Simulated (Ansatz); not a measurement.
The system is Ba2Tl5V3O12.

```
Ba V Tl O
1.0
    10.97457    0.00000    0.00000
     0.00000   10.97457    0.00000
     0.00000    0.00000    6.60400
Ba V Tl O
2 3 5 12
Direct
  0.00000 0.50000 0.00000
  0.50000 0.00000 0.00000
  0.50000 0.50000 0.00000
  0.50000 0.00000 0.50000
  0.00000 0.50000 0.50000
  0.50000 0.50000 0.50000
  0.71260 0.28740 0.40228
  0.28740 0.71260 0.40228
  0.71260 0.71260 0.59772
  0.28740 0.28740 0.59772
  0.41064 0.58936 0.15770
  0.58936 0.41064 0.15770
  0.58936 0.58936 0.84230
  0.41064 0.41064 0.84230
  0.58661 0.08570 0.33378
  0.41339 0.08570 0.66622
  0.58661 0.91430 0.66622
  0.41339 0.91430 0.33378
  0.08570 0.58661 0.33378
  0.08570 0.41339 0.66622
  0.91430 0.58661 0.66622
  0.91430 0.41339 0.33378
```

The cell was built by a generator and needn't be a form met in nature.

* Program: Ansatz 0.2.0
* Task: relaxation of cell and atoms
* Functional: r2SCAN
* Potentials or basis: Ansatz PAW
* Cutoff: 500 eV (not typed: the program's choice for these potentials)
* k mesh: 2 × 2 × 3
* Occupations: fermi-dirac, width 0.05 eV
* Spin: collinear spin, ferromagnetic start
* Starting moments: [0.0, 0.0, 2.0, 2.0, 2.0, 0.0, 0.0, 0.0, 0.0, 0.0, 0.0, 0.0, 0.0, 0.0, 0.0, 0.0, 0.0, 0.0, 0.0, 0.0, 0.0, 0.0] μB

At the start: volume 36.15 Å³/atom.

Q: How do energy, volume and symmetry change on relaxing?

A: It ends after 7 steps and the volume is 33.54 Å³/atom (-7.2 %); space group P-42m (No. 111, to 0.05 Å); moment 0.00 μB per cell.

Step by step:
| step | energy change (eV) | largest force (eV/Å) | volume (Å³) |
| --- | --- | --- | --- |
| 1 | 0.0000 | 0.4140 | 795.39 |
| 2 | -0.1164 | 0.2327 | 759.52 |
| 3 | -0.1505 | 0.0884 | 747.99 |
| 4 | -0.1543 | 0.1219 | 732.29 |
| 5 | -0.1625 | 0.0130 | 738.03 |
| 6 | -0.1627 | 0.0027 | 737.95 |
| 7 | -0.1521 | 0.0039 | 737.95 |

Final structure:
```
CELL_PARAMETERS angstrom
10.58685 0.00000 0.00000
0.00000 10.58685 0.00000
0.00000 0.00000 6.58408
ATOMIC_POSITIONS crystal
Ba 0.00000 0.50000 0.00000
Ba 0.50000 0.00000 0.00000
V 0.50000 0.50000 0.00000
V 0.50000 0.00000 0.50000
V 0.00000 0.50000 0.50000
Tl 0.50000 0.50000 0.50000
Tl 0.70929 0.29071 0.42942
Tl 0.29071 0.70929 0.42942
Tl 0.70929 0.70929 0.57058
Tl 0.29071 0.29071 0.57058
O 0.40807 0.59193 0.15793
O 0.59193 0.40807 0.15793
O 0.59193 0.59193 0.84207
O 0.40807 0.40807 0.84207
O 0.58934 0.08826 0.33526
O 0.41066 0.08826 0.66474
O 0.58934 0.91174 0.66474
O 0.41066 0.91174 0.33526
O 0.08826 0.58934 0.33526
O 0.08826 0.41066 0.66474
O 0.91174 0.58934 0.66474
O 0.91174 0.41066 0.33526
```

Caveat: the magnetic or orbital state may not be the lowest; the plane-wave basis is chosen anew once the cell has moved, so the energies of steps on either side of that aren't comparable; the PAW data sets come from PBE, with cores solved anew for the run's functional, which leaves a small shift of forces and pressure; the starting moments weren't kept.
